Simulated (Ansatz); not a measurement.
This script for a projected density of states of Cs2ScInBr6, space group Fm-3m with Ansatz 0.2.0, Python API holds a mistake.

`pdos_cs2scinbr6.py`:
```python
"""Projected density of states of Cs2ScInBr6."""

import ansatz as az
import numpy as np


def main() -> None:
    structure = (
        az.Lattice.from_parameters(8.26257, 8.26257, 8.26257, alpha=60.0, beta=60.0, gamma=60.0)
        .atom("Cs", (0.75, 0.75, 0.75))
        .atom("Cs", (0.25, 0.25, 0.25))
        .atom("Sc", (0.0, 0.0, 0.0))
        .atom("In", (0.5, 0.5, 0.5))
        .atom("Br", (0.77124, 0.22876, 0.22876))
        .atom("Br", (0.22876, 0.22876, 0.77124))
        .atom("Br", (0.22876, 0.77124, 0.77124))
        .atom("Br", (0.22876, 0.77124, 0.22876))
        .atom("Br", (0.77124, 0.22876, 0.77124))
        .atom("Br", (0.77124, 0.77124, 0.22876))
    )

    setup = (
        structure.calculation()
        .kpoints(3, 3, 3)  # the mesh must be finer for metals
        .basis(48 * az.Ry)
        .functional("r2scan")
        .occupations(az.OccupationsMethod.FIXED)  # whole-number filling, right only where there is a gap
        .scf(extra_bands=26)
          # states per eV and cell
    )
    planned = setup.session().plan(threads=1)
    facts = planned.describe()
    print("plan:", facts["n_bands"], "bands,", len(facts["kpoints_frac"]), "k-points, plane waves", facts["n_pw_range"], "grid", facts["fft_dense"])
    res = planned.execute()
    r = res.report

    dos = res.density_of_states()
    energy = np.asarray(dos.energies_ev) - dos.fermi_ev
    curves = {}
    for site in res.projected_density_of_states().sites:
        for shell in site.shells:
            weight = sum(np.sum(curve.g_bin_mean_per_ev, axis=0) for curve in shell.curves)
            name = f"{site.species} {shell.label}"
            curves[name] = curves.get(name, 0) + weight

    step = energy[1] - energy[0]
    windows = [(-8, -4), (-4, 0), (0, 6)]
    print("states by shell in windows of E - E_F (eV):", windows)
    for name, g in curves.items():
        print(f"{name:8s}", " ".join(f"{step * g[(energy >= a) & (energy < b)].sum():8.3f}" for a, b in windows))
    filled = (energy < 0) & (energy > -8)
    for name, g in curves.items():
        if g[filled].sum() * step > 0.5:
            print(f"centre of {name}: {np.average(energy[filled], weights=g[filled]):.2f} eV")


if __name__ == "__main__":
    main()
```

```console
$ python pdos_cs2scinbr6.py
plan: 68 bands, 4 k-points, plane waves [15083, 15142] grid [72, 72, 72]
Traceback (most recent call last):
  File "pdos_cs2scinbr6.py", line 58, in <module>
    main()
    ~~~~^^
  File "pdos_cs2scinbr6.py", line 38, in main
    energy = np.asarray(dos.energies_ev) - dos.fermi_ev
                        ^^^^^^^^^^^^^^^
AttributeError: 'NoneType' object has no attribute 'energies_ev'
```

Find the fault and give the corrected script.

The fault: the script reads a product that it never asked for. Mended:

```diff
--- before
+++ after
@@ -28,3 +28,3 @@
         .scf(extra_bands=26)
-          # states per eV and cell
+        .density_of_states(projected=True, energy_step=0.05)  # states per eV and cell
     )
```

After the fix:

```console
$ python pdos_cs2scinbr6.py
plan: 68 bands, 4 k-points, plane waves [15083, 15142] grid [72, 72, 72]
states by shell in windows of E - E_F (eV): [(-8, -4), (-4, 0), (0, 6)]
Cs 5S       0.000    0.006    0.006
Cs 6S       0.013    0.261    1.392
Cs 5P      11.881    0.092    0.016
Sc 3S       0.002    0.009    0.001
Sc 4S       0.046    0.197    0.161
Sc 3P       0.002    0.029    0.002
Sc 3D       0.042    1.342    8.115
In 5S       0.763    1.114    0.061
In 5P       0.020    0.635    4.467
In 4D       0.000    0.012    0.001
Br 4S       0.026    0.165    0.623
Br 4P       1.200   31.936    1.911
centre of Cs 5P: -7.77 eV
centre of Sc 3D: -2.39 eV
centre of In 5S: -2.06 eV
centre of In 5P: -2.85 eV
centre of Br 4P: -2.09 eV
```

Caveats:
- No spin polarisation was allowed.
- Along an axis with an odd division the mesh misses the point at one half; a gap read on a finite mesh is an upper bound on this functional's gap.
- Semilocal gaps usually lie well under measured ones.
- The Fermi level of a run with fixed occupations marks the highest occupied state on its mesh, not mid-gap.
- The empty d shell of the heavier alkali and alkaline-earth atoms, which makes much of a conduction band, may have no channel.
- The crystal has a gap of about 2.77 eV on the mesh; bins of finite width blur the band edges.
- The structure comes from a database of computed cells and needn't be a stable or known phase.
- Curves are summed over the cell's atoms. Only shells that the potentials hold have channels, so projections don't add up to the total, least of all where a shell is missing (p of most metals); heights and places of peaks move with the mesh.
- The density of states is complete only as far up as bands were computed.
- A band centre counts only the states inside the window taken.
- By the engine's processor time: 23 s on 1 thread of Intel(R) Xeon(R) Processor @ 2.30GHz (shared host), peak memory 2.3 GiB.
